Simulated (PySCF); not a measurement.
# TiH4O4 (SMILES O[Ti](O)(O)O) at 6 levels

Wanted: a comparison of 6 runs (BLYP/def2-SVP, PBE/def2-SVP, SVWN5/def2-SVP, TPSS/def2-SVP, revPBE/def2-SVP, CCSD(T)/def2-SVP) of TiH4O4. The job is set up through a Python script.

The calculation is run with PySCF 2.14.0.

### 1 The structure to begin with

TiH4O4: 9 atoms, total charge 0, spin state singlet. SMILES: `O[Ti](O)(O)O`. One bond was lengthened or shortened from a relaxed shape.

Bond lengths: O1–Ti2 2.702 Å, Ti2–O3 1.801 Å, Ti2–O4 1.801 Å, Ti2–O5 1.801 Å, O1–H6 0.958 Å, O3–H7 0.958 Å, O4–H8 0.958 Å, O5–H9 0.958 Å. Angles: O1–Ti2–O3 108.5°, O1–Ti2–O4 109.9°, O1–Ti2–O5 110.0°, O3–Ti2–O4 110.0°, O3–Ti2–O5 109.9°, O4–Ti2–O5 108.5°, Ti2–O1–H6 129.5°, Ti2–O3–H7 129.5°, Ti2–O4–H8 129.5°, Ti2–O5–H9 129.6°.

### 2 A single-point energy at BLYP/def2-SVP (run 1)

run.py

```python
from pyscf import gto, dft

system = gto.Mole()
system.atom = [
    ('O', (-0.187912, 1.902563, -1.909093)),
    ('Ti', (0.000070, 0.000090, -0.000050)),
    ('O', (1.651710, -0.715310, -0.066120)),
    ('O', (-1.235630, -1.279200, -0.283830)),
    ('O', (-0.290490, 0.726280, 1.622320)),
    ('H', (-0.876132, 2.048123, -2.559273)),
    ('H', (2.270980, -0.885970, 0.644480)),
    ('H', (-1.123140, -2.176250, -0.600550)),
    ('H', (-0.334770, 1.648010, 1.879390)),
]
system.max_memory = 1860
system.verbose = 3
system.basis = 'def2-svp'
system.charge = 0
system.build()

mf = dft.RKS(system, xc='blyp')
mf.conv_tol = 1e-10
mf.grids.level = 5
mf.kernel()
if not mf.converged:
    mf = mf.newton().run(mf.mo_coeff, mf.mo_occ)

e_tot = mf.e_tot
print('Final energy', e_tot)
```

Run with:

```
OMP_NUM_THREADS=1 python run.py
```

What it wrote:

```text
<dir> SyntaxWarning: invalid escape sequence '\W'
  S = {(paw_set(r)[0], bool(re.search(r"spin_orbit\W+true|paw_fr", str((r.get("files") or {}).get("input") or "")) or re.search("(?i)spin.orbit\W+(value\W+)?(true|yes)|value\W+spin-orbit", json.dumps(r.get("inputs"), default=str)))) for r in records}
converged SCF energy = -1152.53357836951
Final energy -1152.5335783695061
```

It took 67 s on 1 thread of Arm Neoverse V1, shared host; peak memory 0.56 GiB.

### 3 The energy at PBE/def2-SVP (run 2)

job.py

```python
from pyscf import gto, dft

system = gto.Mole()
system.atom = [
    ('O', (-0.187912, 1.902563, -1.909093)),
    ('Ti', (0.000070, 0.000090, -0.000050)),
    ('O', (1.651710, -0.715310, -0.066120)),
    ('O', (-1.235630, -1.279200, -0.283830)),
    ('O', (-0.290490, 0.726280, 1.622320)),
    ('H', (-0.876132, 2.048123, -2.559273)),
    ('H', (2.270980, -0.885970, 0.644480)),
    ('H', (-1.123140, -2.176250, -0.600550)),
    ('H', (-0.334770, 1.648010, 1.879390)),
]
system.basis = 'def2-svp'
system.charge = 0
system.verbose = 4
system.spin = 0
system.max_memory = 1860
system.build()

mf = dft.RKS(system, xc='pbe')
mf.grids.level = 5
mf.conv_tol = 1e-10
mf.kernel()
if not mf.converged:
    mf = mf.newton().run(mf.mo_coeff, mf.mo_occ)

e_tot = mf.e_tot
print('E = %.10f Eh' % e_tot)
```

Run with:

```
OMP_NUM_THREADS=1 python job.py
```

What it wrote:

```text
<dir> SyntaxWarning: invalid escape sequence '\W'
  S = {(paw_set(r)[0], bool(re.search(r"spin_orbit\W+true|paw_fr", str((r.get("files") or {}).get("input") or "")) or re.search("(?i)spin.orbit\W+(value\W+)?(true|yes)|value\W+spin-orbit", json.dumps(r.get("inputs"), default=str)))) for r in records}

PySCF version 2.14.0

[... 114 lines left out ...]
converged SCF energy = -1152.01619554398
E = -1152.0161955440 Eh
```

Wall time 65 s (1 thread of Arm Neoverse V1, shared host); peak memory 0.57 GiB.

Run 3 isn't shown in full; the table further down has it.

### 4 A single-point energy at TPSS/def2-SVP (run 4)

calc.py

```python
from pyscf import gto, dft

mol = gto.M(
    atom=[
    ('O', (-0.187912, 1.902563, -1.909093)),
    ('Ti', (0.000070, 0.000090, -0.000050)),
    ('O', (1.651710, -0.715310, -0.066120)),
    ('O', (-1.235630, -1.279200, -0.283830)),
    ('O', (-0.290490, 0.726280, 1.622320)),
    ('H', (-0.876132, 2.048123, -2.559273)),
    ('H', (2.270980, -0.885970, 0.644480)),
    ('H', (-1.123140, -2.176250, -0.600550)),
    ('H', (-0.334770, 1.648010, 1.879390)),
],
    basis='def2-svp',
    verbose=3,
    max_memory=1860,
    spin=0,
)

mf = dft.RKS(mol)
mf.xc = 'tpss'
mf.conv_tol = 1e-10
mf.grids.level = 5
mf.kernel()
if not mf.converged:
    mf = mf.newton().run(mf.mo_coeff, mf.mo_occ)

e_final = mf.e_tot
print('E(%s) = %.9f' % ('TPSS', e_final))
```

Run with:

```
OMP_NUM_THREADS=1 python calc.py
```

What it wrote:

```text
<dir> SyntaxWarning: invalid escape sequence '\W'
  S = {(paw_set(r)[0], bool(re.search(r"spin_orbit\W+true|paw_fr", str((r.get("files") or {}).get("input") or "")) or re.search("(?i)spin.orbit\W+(value\W+)?(true|yes)|value\W+spin-orbit", json.dumps(r.get("inputs"), default=str)))) for r in records}
converged SCF energy = -1152.61157573812
E(TPSS) = -1152.611575738
```

Wall time 2.8 min (1 thread of Arm Neoverse V1, shared host); peak memory 0.59 GiB.

Run 5 isn't shown in full; the table further down has it.

### 5 The energy at CCSD(T)/def2-SVP (run 6)

run.py

```python
from pyscf import gto, scf, cc

mol = gto.Mole()
mol.atom = '''
O       -0.187912       1.902563      -1.909093
Ti       0.000070       0.000090      -0.000050
O        1.651710      -0.715310      -0.066120
O       -1.235630      -1.279200      -0.283830
O       -0.290490       0.726280       1.622320
H       -0.876132       2.048123      -2.559273
H        2.270980      -0.885970       0.644480
H       -1.123140      -2.176250      -0.600550
H       -0.334770       1.648010       1.879390
'''
mol.max_memory = 1860
mol.verbose = 3
mol.basis = 'def2-svp'
mol.build()

myscf = scf.RHF(mol)
myscf.conv_tol = 1e-10
myscf.kernel()
if not myscf.converged:
    myscf = myscf.newton().run(myscf.mo_coeff, myscf.mo_occ)

mycc = cc.CCSD(myscf, frozen=9)
mycc.kernel()
e_t = mycc.ccsd_t()
energy = mycc.e_tot + e_t
print(f'total energy: {energy:.8f} hartree')
```

Run with:

```
OMP_NUM_THREADS=1 python run.py
```

What it wrote:

```text
<dir> SyntaxWarning: invalid escape sequence '\W'
  S = {(paw_set(r)[0], bool(re.search(r"spin_orbit\W+true|paw_fr", str((r.get("files") or {}).get("input") or "")) or re.search("(?i)spin.orbit\W+(value\W+)?(true|yes)|value\W+spin-orbit", json.dumps(r.get("inputs"), default=str)))) for r in records}
converged SCF energy = -1149.88488419517
E(CCSD) = -1150.973882243702  E_corr = -1.088998048535409
CCSD(T) correction = -0.0488080165032493
total energy: -1151.02269026 hartree
```

It took 5.1 min on 1 thread of Arm Neoverse V1, shared host; peak memory 0.92 GiB.

### 6 All runs side by side

```
run             level  integration grid  frozen core orbitals   energy (Eh)  dipole moment (D) of the reference  HOMO energy (eV)  LUMO energy (eV)  wall time
  1     BLYP/def2-SVP                 5                     –  -1152.533578                                3.34             -4.16             -2.91       67 s
  2      PBE/def2-SVP                 5                     –  -1152.016196                                3.37             -4.27             -3.04       65 s
  3    SVWN5/def2-SVP                 5                     –  -1148.367040                                3.35             -4.44             -3.20       35 s
  4     TPSS/def2-SVP                 5                     –  -1152.611576                                3.45             -4.35             -3.05    2.8 min
  5   revPBE/def2-SVP                 5                     –  -1152.356767                                3.39             -4.21             -2.99       98 s
  6  CCSD(T)/def2-SVP                 –                     9  -1151.022690                                5.14             -9.54              0.67    5.1 min
```

### 7 Outcome

| quantity | value |
| --- | --- |
| run 6: total energy | -1151.02269 Eh |
| run 6: dipole moment (Hartree–Fock density) | 5.14 D |
| run 6: HOMO energy (Hartree–Fock orbitals) | -9.54 eV |
| run 6: LUMO energy (Hartree–Fock orbitals) | 0.67 eV |
| run 6: HOMO–LUMO gap (Hartree–Fock orbitals) | 10.21 eV |
| run 6: correlation energy (9 core orbitals frozen) | -1137.8 mEh |
| run 6: (T) correction | -48.81 mEh |
| run 6: T1 diagnostic | 0.032 |

What this shows: Over runs 1, 2, 3, 4, 5 the dipole moment (its size) runs from 3.34 D (BLYP/def2-SVP) to 3.45 D (TPSS/def2-SVP). Over runs 1, 2, 3, 4, 5 the HOMO–LUMO gap runs from 1.22 eV (revPBE/def2-SVP) to 1.30 eV (TPSS/def2-SVP). Totals of different functionals can't be ranked against each other. In run 6 the T1 diagnostic is large, so a single reference may not serve. All runs together took 12 min, the longest 5.1 min.
